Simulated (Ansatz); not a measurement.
# BH₇NSi₂ radical: from a rough start to a minimum

The task is to find a stationary geometry of BH₇NSi₂ radical, check the end point by its vibrations and derive ideal-gas thermochemistry, and look at its orbitals and charge.

Program: Ansatz 0.2.0, Gaussian basis. Level of theory: UKS PBE0-D4/def2-TZVP. These are calculated values, not measurements.

Plan: relaxation at PBE-D4/def2-SVP; relaxation at PBE0-D4/def2-TZVP; harmonic vibrations at the same level; a single point in def2-TZVPP for the fields.

### Step 1. The starting structure

SMILES `BN([SiH2])[SiH3]`, 11 atoms, charge 0, spin multiplicity 2.

Atoms are counted from 1 here; the program's logs count them from 0.

Bond lengths: B1–N2 1.508 Å, B1–H5 1.206 Å, B1–H6 1.173 Å, N2–Si3 1.812 Å, N2–Si4 1.841 Å, Si3–H7 1.445 Å, Si3–H8 1.528 Å, Si4–H9 1.485 Å, Si4–H10 1.478 Å, Si4–H11 1.390 Å. Angles: N2–B1–H5 118.2°, N2–B1–H6 124.7°, H5–B1–H6 116.5°, B1–N2–Si3 108.9°, B1–N2–Si4 103.6°, Si3–N2–Si4 108.6°, N2–Si3–H7 108.8°, N2–Si3–H8 107.8°, H7–Si3–H8 109.4°, N2–Si4–H9 105.7°, N2–Si4–H10 107.9°, N2–Si4–H11 111.0°, H9–Si4–H10 106.2°, H9–Si4–H11 112.1°, H10–Si4–H11 113.5°.

Coordinates:

```
B    -0.0795    1.5363    0.5557
N    -0.7122    0.1843    0.3410
Si   -1.1831    0.0262   -1.4018
Si    0.6584   -0.9947    0.6884
H    -0.6244    2.3070    1.3065
H     0.8206    1.9590   -0.0669
H    -1.7051   -1.3024   -1.6250
H     0.0743    0.2271   -2.2463
H     0.0771   -2.3494    0.5107
H     1.0049   -0.8793    2.1201
H     1.7345   -0.7709   -0.1619
```

The start is a force-field geometry with small random shifts, so a cheaper pass at PBE-D4/def2-SVP comes first.

### Step 2. Geometry optimisation, PBE-D4/def2-SVP (cheap first pass)

Input file in.yaml:

```yaml
crystal:
  periodic: [false, false, false]
  atoms:
    - {symbol: B, position_ang: [-0.079500, 1.536300, 0.555700]}
    - {symbol: N, position_ang: [-0.712200, 0.184300, 0.341000]}
    - {symbol: Si, position_ang: [-1.183100, 0.026200, -1.401800]}
    - {symbol: Si, position_ang: [0.658400, -0.994700, 0.688400]}
    - {symbol: H, position_ang: [-0.624400, 2.307000, 1.306500]}
    - {symbol: H, position_ang: [0.820600, 1.959000, -0.066900]}
    - {symbol: H, position_ang: [-1.705100, -1.302400, -1.625000]}
    - {symbol: H, position_ang: [0.074300, 0.227100, -2.246300]}
    - {symbol: H, position_ang: [0.077100, -2.349400, 0.510700]}
    - {symbol: H, position_ang: [1.004900, -0.879300, 2.120100]}
    - {symbol: H, position_ang: [1.734500, -0.770900, -0.161900]}
basis:
  gaussian: {orbitals: def2-SVP}
magnetization: {spin_polarized: true, initial_magnetization: 1}
hamiltonian: {xc: pbe, dispersion: d4}
relax: {f_tol: 0.03, max_steps: 200}
```

Launch:

```
$ ansatz run in.yaml --threads 4 --pin off --events-out ev --progress --plain --max-ram 10444MiB
```

Log (excerpt; [...] marks lines left out):

```text
Functional definition: PBE
  name "PBE"
  cite "Perdew, Burke & Ernzerhof, Phys. Rev. Lett. 77, 3865 (1996) doi:10.1103/PhysRevLett.77.3865"
  parent pbe
[...]
1124 factors; their error is unknown
[...]
mean field -18015.74949772 eV, -662.0665825277 hartree, gradient 2.3e-5 eV, S^2 0.751695; 0 other end points of the search recorded, 0 dependent functions left out
[...]
reference -18015.74953753 eV, -662.0665839905 hartree; 24, 23 occupied and 75, 76 virtual orbitals, 1124 factors
relax step   1: F+E_penalty+E_count = -18016.02990138 eV  Δ(F+E_penalty+E_count) = +0.000e0 eV  max|allowed force component| = 2.905e0 eV/Å  Δτ_max = 0.0000 Å  (31 SCF iters, accepted)
[...]
relax step   6: F+E_penalty+E_count = -18016.79839042 eV  Δ(F+E_penalty+E_count) = -1.478e-1 eV  max|allowed force component| = 5.290e-1 eV/Å  Δτ_max = 0.1954 Å  (31 SCF iters, accepted)
[...]
relax step  11: F+E_penalty+E_count = -18017.46798810 eV  Δ(F+E_penalty+E_count) = -5.428e-2 eV  max|allowed force component| = 1.373e-1 eV/Å  Δτ_max = 0.2000 Å  (31 SCF iters, accepted)
[...]
relax step  16: F+E_penalty+E_count = -18017.49505959 eV  Δ(F+E_penalty+E_count) = -2.323e-3 eV  max|allowed force component| = 1.386e-1 eV/Å  Δτ_max = 0.1476 Å  (31 SCF iters, accepted)
[...]
relax step  20: F+E_penalty+E_count = -18017.49857193 eV  Δ(F+E_penalty+E_count) = -4.347e-4 eV  max|allowed force component| = 1.603e-2 eV/Å  Δτ_max = 0.0195 Å  (31 SCF iters, accepted)
[...]
relax step  21: F+E_penalty+E_count = -18017.49884901 eV  Δ(F+E_penalty+E_count) = -2.771e-4 eV  max|allowed force component| = 2.332e-2 eV/Å  Δτ_max = 0.0422 Å  (31 SCF iters, accepted)
1124 factors; their error is unknown
mean field -18017.22755593 eV, -662.1209001651 hartree, gradient 2.5e-5 eV, S^2 0.751596; 1 other end points of the search recorded, 0 dependent functions left out
[...]
reference -18017.22759620 eV, -662.1209016449 hartree; 24, 23 occupied and 75, 76 virtual orbitals, 1124 factors
Total energy: -18017.49888927 eV, -662.1308714814 hartree
Atom 0 at     0.061326     1.563694     0.410545 Å, force     0.000386     0.000256     0.002380 eV/Å
Atom 1 at    -0.177117     0.216066     0.016410 Å, force     0.016286     0.001779     0.020886 eV/Å
Atom 2 at    -1.417342    -0.173033    -1.207426 Å, force    -0.000134    -0.001717    -0.023322 eV/Å
Atom 3 at     0.766270    -1.103180     0.781287 Å, force     0.000449    -0.005396     0.003123 eV/Å
Atom 4 at    -0.576719     2.467868    -0.101767 Å, force    -0.002769    -0.000242    -0.001332 eV/Å
Atom 5 at     0.906436     1.800805     1.258453 Å, force    -0.003413     0.001346    -0.002161 eV/Å
Atom 6 at    -0.963521    -1.400319    -1.963230 Å, force    -0.004010    -0.003629     0.004205 eV/Å
Atom 7 at    -1.583579     1.004627    -2.131352 Å, force    -0.005556     0.005358    -0.000062 eV/Å
Atom 8 at    -0.064792    -2.355996     0.733744 Å, force     0.003523     0.005062     0.001160 eV/Å
Atom 9 at     1.072625    -0.741505     2.203086 Å, force     0.001277    -0.001273    -0.005363 eV/Å
Atom 10 at     2.041915    -1.335828     0.020749 Å, force    -0.006039    -0.001544     0.000484 eV/Å
Dipole moment:    -0.006636    -0.216508    -0.038524 e Å
```

Wall time 35 s (4 threads of Arm Neoverse V1, shared host).

Step by step: (the energy doesn't fall at every step)

| step | energy from step 1 (eV) | largest force component (eV/Å) |
| --- | --- | --- |
| 1 | 0.0000 | 2.9047 |
| 2 | -0.2605 | 1.1004 |
| 3 | -0.4167 | 0.5627 |
| 4 | -0.5125 | 0.2738 |
| 5 | -0.6207 | 0.3675 |
| 6 | -0.7685 | 0.5290 |
| 7 | -0.9422 | 0.5591 |
| 8 | -1.1253 | 0.5575 |
| 9 | -1.2802 | 0.4265 |
| 10 | -1.3838 | 0.3078 |
| 11 | -1.4381 | 0.1373 |
| 12 | -1.4545 | 0.0724 |
| 13 | -1.4245 | 0.6280 |
| 14 | -1.4592 | 0.0343 |
| 15 | -1.4628 | 0.0645 |
| 16 | -1.4652 | 0.1386 |
| 17 | -1.4664 | 0.1010 |
| 18 | -1.4682 | 0.0332 |
| 19 | -1.4672 | 0.1428 |
| 20 | -1.4687 | 0.0160 |
| 21 | -1.4689 | 0.0233 |

The force was under the threshold of 0.03 eV/Å already at step 20, but the program went on to step 21.

Close pairs (by a distance rule), those that changed most:

| bond | before (Å) | after (Å) | change (Å) |
| --- | --- | --- | --- |
| Si4–H11 | 1.390 | 1.503 | +0.114 |
| B1–N2 | 1.508 | 1.424 | -0.084 |
| Si3–H7 | 1.445 | 1.511 | +0.066 |
| N2–Si4 | 1.841 | 1.793 | -0.048 |
| B1–H6 | 1.173 | 1.220 | +0.047 |
| N2–Si3 | 1.812 | 1.785 | -0.027 |
| Si3–H8 | 1.528 | 1.506 | -0.022 |
| Si4–H10 | 1.478 | 1.499 | +0.021 |

### Step 3. Relaxation at PBE0-D4/def2-TZVP

Input file in.yaml:

```yaml
crystal:
  periodic: [false, false, false]
  atoms:
    - {symbol: B, position_ang: [0.061326, 1.563694, 0.410545]}
    - {symbol: N, position_ang: [-0.177117, 0.216066, 0.016410]}
    - {symbol: Si, position_ang: [-1.417342, -0.173033, -1.207426]}
    - {symbol: Si, position_ang: [0.766270, -1.103180, 0.781287]}
    - {symbol: H, position_ang: [-0.576719, 2.467868, -0.101767]}
    - {symbol: H, position_ang: [0.906436, 1.800805, 1.258453]}
    - {symbol: H, position_ang: [-0.963521, -1.400319, -1.963230]}
    - {symbol: H, position_ang: [-1.583579, 1.004627, -2.131352]}
    - {symbol: H, position_ang: [-0.064792, -2.355996, 0.733744]}
    - {symbol: H, position_ang: [1.072625, -0.741505, 2.203086]}
    - {symbol: H, position_ang: [2.041915, -1.335828, 0.020749]}
basis:
  gaussian: {orbitals: def2-TZVP}
magnetization: {spin_polarized: true, initial_magnetization: 1}
hamiltonian: {xc: pbe0, dispersion: d4}
relax: {f_tol: 0.005, max_steps: 150}
```

Same command.

Log (excerpt; [...] marks lines left out):

```text
Functional definition: PBE0
  name "PBE0"
  cite "Adamo & Barone, J. Chem. Phys. 110, 6158 (1999) doi:10.1063/1.478522"
  cite "Perdew, Burke & Ernzerhof, Phys. Rev. Lett. 77, 3865 (1996) doi:10.1103/PhysRevLett.77.3865"
  parent pbe
[...]
1168 factors; their error is unknown
[...]
mean field -18027.39759141 eV, -662.4946420754 hartree, gradient 4.9e-5 eV, S^2 0.752323; 0 other end points of the search recorded, 0 dependent functions left out
[...]
reference -18027.39762962 eV, -662.4946434795 hartree; 24, 23 occupied and 154, 155 virtual orbitals, 1168 factors
relax step   1: F+E_penalty+E_count = -18027.62739971 eV  Δ(F+E_penalty+E_count) = +0.000e0 eV  max|allowed force component| = 5.929e-1 eV/Å  Δτ_max = 0.0000 Å  (31 SCF iters, accepted)
[...]
Atom 1 at    -0.172723     0.222919     0.031478 Å, force    -0.001069     0.000668    -0.000778 eV/Å
Atom 2 at    -1.324001    -0.121980    -1.245639 Å, force     0.001348     0.002133     0.001140 eV/Å
Atom 3 at     0.757490    -1.092371     0.732580 Å, force     0.000352    -0.000484     0.001205 eV/Å
Atom 4 at    -0.686323     2.420585    -0.011274 Å, force    -0.001112     0.000872    -0.000339 eV/Å
Atom 5 at     0.746128     1.800058     1.369802 Å, force     0.000231     0.001053     0.000402 eV/Å
Atom 6 at    -0.932219    -1.417380    -1.874303 Å, force    -0.000787     0.000113     0.000300 eV/Å
Atom 7 at    -1.320119     0.981763    -2.243039 Å, force     0.000323    -0.000398    -0.000304 eV/Å
Atom 8 at    -0.143509    -2.256808     0.934713 Å, force     0.000434     0.000182    -0.000598 eV/Å
Atom 9 at     1.321095    -0.646970     2.027313 Å, force     0.000105     0.000041     0.000102 eV/Å
Atom 10 at     1.847874    -1.497725    -0.190932 Å, force    -0.000168     0.000351    -0.000003 eV/Å
Dipole moment:     0.013077    -0.146385    -0.031343 e Å
```

It took 78 s on 4 threads of Arm Neoverse V1, shared host; peak memory 0.52 GiB.

Along the way:

| step | energy from step 1 (eV) | largest force component (eV/Å) |
| --- | --- | --- |
| 1 | 0.0000 | 0.5929 |
| 2 | -0.0477 | 0.3216 |
| 3 | -0.0564 | 0.0579 |
| 4 | -0.0565 | 0.0311 |
| 5 | -0.0566 | 0.0073 |
| 6 | -0.0566 | 0.0094 |
| 7 | -0.0565 | 0.0358 |
| 8 | -0.0568 | 0.0050 |
| 9 | -0.0572 | 0.0461 |
| 10 | -0.0574 | 0.0315 |
| 11 | -0.0578 | 0.0053 |
| 12 | -0.0584 | 0.0311 |
| 13 | -0.0585 | 0.0406 |
| 14 | -0.0587 | 0.0382 |
| 15 | -0.0589 | 0.0170 |
| 16 | -0.0590 | 0.0099 |
| 17 | -0.0590 | 0.0058 |
| 18 | -0.0590 | 0.0045 |

Close pairs (by a distance rule), those that changed most:

| bond | before (Å) | after (Å) | change (Å) |
| --- | --- | --- | --- |
| N2–Si4 | 1.793 | 1.757 | -0.036 |
| N2–Si3 | 1.785 | 1.754 | -0.032 |
| B1–H6 | 1.220 | 1.198 | -0.022 |
| B1–H5 | 1.219 | 1.200 | -0.019 |
| Si3–H7 | 1.511 | 1.492 | -0.019 |
| Si3–H8 | 1.506 | 1.488 | -0.018 |
| Si4–H10 | 1.499 | 1.481 | -0.018 |
| Si4–H9 | 1.504 | 1.486 | -0.018 |

Mulliken charges at the end point, from the run's report:

| atom | value (e) |
| --- | --- |
| B1 | -0.09 |
| N2 | -0.15 |
| Si3 | 0.10 |
| Si4 | 0.18 |
| H5 | 0.00 |
| H6 | 0.00 |
| H7 | -0.01 |
| H8 | 0.01 |
| H9 | -0.02 |
| H10 | -0.01 |
| H11 | -0.02 |

### Step 4. Force constants and modes

Input file in.yaml:

```yaml
crystal:
  periodic: [false, false, false]
  atoms:
    - {symbol: B, position_ang: [-0.028191, 1.551108, 0.489800]}
    - {symbol: N, position_ang: [-0.172723, 0.222919, 0.031478]}
    - {symbol: Si, position_ang: [-1.324001, -0.121980, -1.245639]}
    - {symbol: Si, position_ang: [0.757490, -1.092371, 0.732580]}
    - {symbol: H, position_ang: [-0.686323, 2.420585, -0.011274]}
    - {symbol: H, position_ang: [0.746128, 1.800058, 1.369802]}
    - {symbol: H, position_ang: [-0.932219, -1.417380, -1.874303]}
    - {symbol: H, position_ang: [-1.320119, 0.981763, -2.243039]}
    - {symbol: H, position_ang: [-0.143509, -2.256808, 0.934713]}
    - {symbol: H, position_ang: [1.321095, -0.646970, 2.027313]}
    - {symbol: H, position_ang: [1.847874, -1.497725, -0.190932]}
basis:
  gaussian: {orbitals: def2-TZVP}
magnetization: {spin_polarized: true, initial_magnetization: 1}
hamiltonian: {xc: pbe0, dispersion: d4}
phonons: {temperatures: {t_min: 298.15, t_max: 900, t_step: 200}}
```

Same command.

Log (excerpt; [...] marks lines left out):

```text
Functional definition: PBE0
  name "PBE0"
  cite "Adamo & Barone, J. Chem. Phys. 110, 6158 (1999) doi:10.1063/1.478522"
  cite "Perdew, Burke & Ernzerhof, Phys. Rev. Lett. 77, 3865 (1996) doi:10.1103/PhysRevLett.77.3865"
  parent pbe
[...]
1168 factors; their error is unknown
[...]
mean field -18027.45427282 eV, -662.4967250787 hartree, gradient 4.1e-5 eV, S^2 0.752292; 0 other end points of the search recorded, 0 dependent functions left out
[...]
reference -18027.45431113 eV, -662.4967264866 hartree; 24, 23 occupied and 154, 155 virtual orbitals, 1168 factors
[...]
1168 factors; their error is unknown
mean field -18027.45418736 eV, -662.4967219382 hartree, gradient 2.2e-6 eV, S^2 0.752293; 0 other end points of the search recorded, 0 dependent functions left out
[...]
reference -18027.45422567 eV, -662.4967233461 hartree; 24, 23 occupied and 154, 155 virtual orbitals, 1168 factors
[...]
Atom 4 at    -0.686323     2.420585    -0.011274 Å, force    -0.001130     0.000872    -0.000325 eV/Å
Atom 5 at     0.746128     1.800058     1.369802 Å, force     0.000238     0.001025     0.000396 eV/Å
Atom 6 at    -0.932219    -1.417380    -1.874303 Å, force    -0.000787     0.000094     0.000291 eV/Å
Atom 7 at    -1.320119     0.981763    -2.243039 Å, force     0.000295    -0.000420    -0.000344 eV/Å
Atom 8 at    -0.143509    -2.256808     0.934713 Å, force     0.000432     0.000171    -0.000611 eV/Å
Atom 9 at     1.321095    -0.646970     2.027313 Å, force     0.000100     0.000015     0.000121 eV/Å
Atom 10 at     1.847874    -1.497725    -0.190932 Å, force    -0.000166     0.000371    -0.000000 eV/Å
Dipole moment:     0.013075    -0.146383    -0.031343 e Å
Vibrations: 63.97 128.08 188.95 231.02 277.67 404.83 572.43 648.97 707.44 734.11 748.90 835.35 906.69 939.13 950.12 962.11 1018.75 1069.87 1203.67 1348.92 2175.42 2216.07 2228.66 2231.20 2259.38 2556.61 2639.10 cm⁻¹, zero-point energy 1.875102 eV
```

Wall time 2.5 min (4 threads of Arm Neoverse V1, shared host); peak memory 0.51 GiB.

Motions are named by where the mode's potential energy lies. Wavenumbers, unscaled:

| mode | cm⁻¹ | motion |
| --- | --- | --- |
| 1 | 64 | torsion |
| 2 | 128 | torsion |
| 3 | 189 | bend |
| 4 | 231 | torsion |
| 5 | 278 | bend |
| 6 | 405 | torsion |
| 7 | 572 | Si–N stretch |
| 8 | 649 | bend |
| 9 | 707 | bend |
| 10 | 734 | bend |
| 11 | 749 | bend with torsion |
| 12 | 835 | Si–N stretch with bend |
| 13 | 907 | bend |
| 14 | 939 | bend with torsion |
| 15 | 950 | bend |
| 16 | 962 | bend |
| 17 | 1019 | torsion with out-of-plane bend |
| 18 | 1070 | bend with Si–N stretch |
| 19 | 1204 | bend with B–N stretch |
| 20 | 1349 | B–N stretch with bend |
| 21 | 2175 | Si–H stretch |
| 22 | 2216 | Si–H stretch |
| 23 | 2229 | Si–H stretch |
| 24 | 2231 | Si–H stretch |
| 25 | 2259 | Si–H stretch |
| 26 | 2557 | B–H stretch |
| 27 | 2639 | B–H stretch |

From these modes and the moments of inertia (298.15 K, 1 bar, symmetry number 1):

| term | value |
| --- | --- |
| zero-point energy | 43.2 kcal/mol |
| H(298) − E | 48.3 kcal/mol |
| entropy, electronic degeneracy | 5.8 J/(mol K) |
| entropy, translation | 164.7 J/(mol K) |
| entropy, rotation | 109.8 J/(mol K) |
| entropy, vibration | 69.0 J/(mol K) |
| entropy, total | 349.2 J/(mol K) |

### Step 5. A single point for the fields

Changes to in.yaml since step 4:

```diff
@@ -15,5 +15,5 @@
 basis:
-  gaussian: {orbitals: def2-TZVP}
+  gaussian: {orbitals: def2-TZVPP}
 magnetization: {spin_polarized: true, initial_magnetization: 1}
 hamiltonian: {xc: pbe0, dispersion: d4}
-phonons: {temperatures: {t_min: 298.15, t_max: 900, t_step: 200}}
+output: {orbitals: {seedname: orbitals}}
```

Launched as before.

Log:

```text
Functional definition: PBE0
  name "PBE0"
  cite "Adamo & Barone, J. Chem. Phys. 110, 6158 (1999) doi:10.1063/1.478522"
  cite "Perdew, Burke & Ernzerhof, Phys. Rev. Lett. 77, 3865 (1996) doi:10.1103/PhysRevLett.77.3865"
  parent pbe
  parameter a = 0.25
  parameter kappa = 0.804
  parameter beta = 0.06672455060314922
  exchange = (1 - a)*pbe_x(kappa = kappa, mu = beta*pi^2/3) + a*exact_x
  correlation = pbe_c(beta = beta)
1319 factors; their error is unknown
mean field evaluation 1: about -18020.8775 eV, gradient 4.0e1 eV
mean field evaluation 2: about -18004.5463 eV, gradient 6.8e1 eV
mean field evaluation 4: about -18027.4285 eV, gradient 2.2e0 eV
mean field evaluation 8: about -18027.4572 eV, gradient 4.8e-2 eV
mean field evaluation 16: about -18027.4891 eV, gradient 3.7e-4 eV
mean field -18027.48910410 eV, -662.4980051045 hartree, gradient 4.3e-5 eV, S^2 0.752363; 0 other end points of the search recorded, 0 dependent functions left out
reference -18027.48914191 eV, -662.4980064943 hartree; 24, 23 occupied and 220, 221 virtual orbitals, 1319 factors
Total energy: -18027.72130016 eV, -662.5065381524 hartree
```

It took 7.5 s on 4 threads of Arm Neoverse V1, shared host; peak memory 0.79 GiB.

Orbitals, density, ELF and potential are computed afterwards from the orbital file.

Frontier orbitals at PBE0-D4/def2-TZVPP (alpha spin), with the share of their density that lies nearest to each atom:

| orbital | energy (eV) | lies on |
| --- | --- | --- |
| HOMO-1 | -8.87 | H5, H6 about 29 % each; N2 13 %; B1 13 % |
| HOMO | -6.09 | Si3 59 %; H7, H8 about 12 % each; N2 11 % |
| LUMO | -0.71 | B1 41 %; H5, H6 about 16 % each; N2 13 % |

ELF in a plane through or near 8 of the atoms.

Values, 10 rows by 14 columns:
```
0.00 0.00 0.00 0.00 0.00 0.00 0.00 0.00 0.00 0.00 0.00 0.00 0.00 0.00
0.00 0.00 0.00 0.00 0.00 0.00 0.01 0.31 0.37 0.05 0.00 0.00 0.00 0.00
0.00 0.00 0.00 0.01 0.02 0.00 0.43 1.00 1.00 0.72 0.01 0.00 0.00 0.00
0.00 0.00 0.01 0.22 0.57 0.46 0.05 0.88 0.73 0.16 0.73 0.69 0.09 0.00
0.00 0.00 0.01 0.20 0.39 0.17 0.41 0.65 0.26 0.12 0.99 0.97 0.49 0.00
0.00 0.00 0.16 0.75 0.38 0.38 0.85 0.45 0.68 0.07 0.16 0.16 0.01 0.00
0.00 0.00 0.87 1.00 1.00 0.65 0.18 0.25 0.56 1.00 1.00 0.41 0.00 0.00
0.00 0.00 0.05 0.63 0.34 0.04 1.00 1.00 0.58 0.91 0.99 0.43 0.00 0.00
0.00 0.00 0.00 0.00 0.00 0.04 0.97 0.95 0.19 0.02 0.03 0.00 0.00 0.00
0.00 0.00 0.00 0.00 0.00 0.00 0.00 0.00 0.00 0.00 0.00 0.00 0.00 0.00
```
The map spans 10.4 Å across and 10.1 Å up, centred on the molecule. Atoms in the plane (x, y in Å): B1 (0.7, -1.5), N2 (0.2, -0.1), Si3 (1.3, 1.2), Si4 (-1.5, 0.2), H5 (1.9, -1.7), H6 (0.0, -2.4), H7 (0.7, 2.4), H10 (-2.3, -1.1).

log10 of the density (e/Å³) in the same plane.

Ten even steps from '0' (-4.0) to '9' (1.7):
```
0000000000000000000000000000
0000000000000111111000000000
0000000000011222222100000000
0000000001123344443221000000
0000011222223456654432210000
0000112333334567765443321000
0001223445544566666555432100
0001234556554556788665543110
0001234566766666787666543110
0001335569977787765555432100
0012345667867798755444332100
0012346676656677665544321000
0012345666555668877654321000
0001334555445677777654321000
0001123333346676655543220000
0000111222345665544433210000
0000000011234444332221000000
0000000000112222211000000000
0000000000001111000000000000
0000000000000000000000000000
```
The map spans 10.4 Å across and 10.1 Å up, centred on the molecule. Atoms in the plane (x, y in Å): B1 (0.7, -1.5), N2 (0.2, -0.1), Si3 (1.3, 1.2), Si4 (-1.5, 0.2), H5 (1.9, -1.7), H6 (0.0, -2.4), H7 (0.7, 2.4), H10 (-2.3, -1.1).

On the surface of density 0.002 e/bohr³ the electrostatic potential runs, from the 1st to the 99th percentile, from -0.30 to 1.12 V.

The spin density lies nearest to Si3 67 %; H7, H8 about 11 % each; N2 6 %.

### Step 6. What came out

| quantity | value |
| --- | --- |
| point group | C1 |
| steps | 21 + 18 |
| shift from the start (rms) | 0.876 Å |
| total energy | -18027.6865 eV |
| dispersion term | -232 meV |
| dipole moment | 0.72 D |
| lowest, highest wavenumber | 64, 2639 cm⁻¹ |
| zero-point energy | 43.2 kcal/mol |
| entropy at 298.15 K | 349.2 J/(mol K) |
| HOMO, LUMO (alpha spin) | -6.09, -0.71 eV |

The relaxed geometry lies 0.88 Å (rms) from the start; the bond that changed most is Si4–H11, from 1.390 to 1.485 Å. No mode is imaginary: a true minimum at this level. The stiffest mode, 2639 cm⁻¹, is a B–H stretch, and 3 modes under 200 cm⁻¹ make the vibrational entropy uncertain. Harmonic hybrid wavenumbers usually lie a few per cent above measured fundamentals. The largest Mulliken charge, +0.18 e, sits on Si4. The alpha HOMO lies mostly on Si3 59 %; H7, H8 about 12 % each and the LUMO on B1 41 %; H5, H6 about 16 % each. The unpaired spin sits mainly on Si3 67 %; H7, H8 about 11 % each.
